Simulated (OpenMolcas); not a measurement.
# CH3Cl3Sn (methyltin trichloride): SOGGA11/def2-TZVP (Cholesky decomposition, core potential)

Aim: the vertical singlet–triplet gap of CH3Cl3Sn (methyltin trichloride) at SOGGA11/def2-TZVP (Cholesky decomposition, core potential), from 2 runs. 

Program for the calculation: OpenMolcas 26.06.

## (1) The molecule

CH3Cl3Sn: 8 atoms, total charge 0, spin state singlet. SMILES: `[CH3][Sn]([Cl])([Cl])[Cl]`. Geometry: a GFN2-xTB relaxation, a rough one for these elements and not checked as a minimum.

Bond lengths: C1–Sn2 2.218 Å, Sn2–Cl3 2.326 Å, Sn2–Cl4 2.327 Å, Sn2–Cl5 2.327 Å, C1–H6 1.083 Å, C1–H7 1.083 Å, C1–H8 1.083 Å. Some angles: C1–Sn2–Cl3 112.5°, C1–Sn2–Cl4 112.4°, C1–Sn2–Cl5 112.4°, Cl3–Sn2–Cl4 106.4°, Cl3–Sn2–Cl5 106.4°, Cl4–Sn2–Cl5 106.3°, Sn2–C1–H6 107.5°, Sn2–C1–H7 107.4°, Sn2–C1–H8 107.6°, H6–C1–H7 111.4°.

## (2) The energy at SOGGA11/def2-TZVP (Cholesky decomposition, core potential)

Input file coord.xyz:

```xyz
8

C     -0.927320    -0.282410     0.895650
Sn     0.631880     0.191100    -0.609250
Cl     2.527290    -1.136720    -0.374740
Cl    -0.119110    -0.114450    -2.790060
Cl     1.354450     2.398940    -0.471490
H     -1.211660    -1.317430     0.754370
H     -0.492730    -0.122760     1.874280
H     -1.762800     0.383740     0.721240
```

Input file job.inp:

```
* CH3Cl3Sn Kohn-Sham DFT

&GATEWAY
  BasLib = $CurrDir
  Coord = coord.xyz
  Basis = def2-TZVP
  Group = NoSym

&SEWARD
  Medium

&SCF
  KSDFT = 2
  1.0 GGA_X_SOGGA11
  1.0 GGA_C_SOGGA11
  PrOrbitals = 0
```

The basis set def2-TZVP is read from a file made from the Basis Set Exchange's data (not shown).

On the command line:

```
$ export MOLCAS_MEM=1860
$ pymolcas job.inp > job.log
```

The program printed:

```text
--- Start Module: gateway ---
[...]
--- Stop Module: gateway /rc=_RC_ALL_IS_WELL_ ---
--- Start Module: seward ---
[...]
      Basis functions          210
--- Stop Module: seward /rc=_RC_ALL_IS_WELL_ ---
[...]
--- Start Module: scf ---
[...]
       Convergence after  17 Iterations
[...]
::    Total KS-DFT energy                           -1635.0006595108
[...]
      Total spin, S                                     0.0000000000
[...]
      Total electronic charge=   82.000000
      Total            charge=   -0.000000
[...]
      Dipole Moment (debye):
      Origin of the operator (angstrom)=    0.8035    0.2443   -0.7759
                   X= -2.3762E+00               Y= -7.2816E-01               Z=  2.2873E+00           Total=  3.3776E+00
      Quadrupole Moment (debye*angstrom):
[...]
--- Stop Module: scf /rc=_RC_ALL_IS_WELL_ ---
[...]
```

It took 61 s on 1 thread of Arm Neoverse V1, shared host; peak memory 0.26 GiB.

## (3) The triplet

coord.xyz is that of step 2.

Input file job.input:

```
>>> EXPORT MOLCAS_PRINT=2

&GATEWAY
  BasLib=$CurrDir
  Coord=coord.xyz
  Basis=def2-TZVP
  Group=NoSym

&SEWARD
  Medium

&SCF
  UHF
  Spin=3
  KSDFT=2
  1.0 GGA_X_SOGGA11
  1.0 GGA_C_SOGGA11
  PrOrbitals=0
```

The basis set def2-TZVP is read from a file made from the Basis Set Exchange's data (not shown).

On the command line:

```
$ export MOLCAS_MEM=1860
$ pymolcas job.input > job.log
```

The program printed:

```text
--- Start Module: gateway ---
[...]
--- Stop Module: gateway /rc=_RC_ALL_IS_WELL_ ---
--- Start Module: seward ---
[...]
      Basis functions          210
--- Stop Module: seward /rc=_RC_ALL_IS_WELL_ ---
[...]
--- Start Module: scf ---
[...]
       Convergence after  46 Iterations
[...]
::    Total KS-DFT energy                           -1634.8331312023
[...]
      Total spin, S                                     1.0015961151
[...]
      Total electronic charge=   82.000000
      Total            charge=   -0.000000
[...]
      Dipole Moment (debye):
      Origin of the operator (angstrom)=    0.8035    0.2443   -0.7759
                   X= -2.2797E+00               Y= -6.9432E-01               Z=  2.1953E+00           Total=  3.2401E+00
      Quadrupole Moment (debye*angstrom):
[...]
--- Stop Module: scf /rc=_RC_ALL_IS_WELL_ ---
[...]
```

Run time: 2 min. Hardware: 1 thread of Arm Neoverse V1, shared host; peak memory 0.27 GiB.

## (4) Summary of results

At SOGGA11/def2-TZVP (Cholesky decomposition, core potential):

| quantity | value |
| --- | --- |
| singlet: total energy | -1635.00066 Eh |
| singlet: dipole moment | 3.38 D |
| singlet: HOMO energy | -7.79 eV |
| singlet: LUMO energy | -3.04 eV |
| singlet: HOMO–LUMO gap | 4.75 eV |
| triplet: total energy | -1634.83313 Eh |
| triplet: dipole moment | 3.24 D |
| triplet: HOMO energy (highest over α and β) | -3.21 eV |
| triplet: ⟨S²⟩ | 2.005 |
| vertical energy of the triplet above the singlet | 4.559 eV |

What this shows: At this shape the triplet lies 4.56 eV (105 kcal/mol) above the singlet.
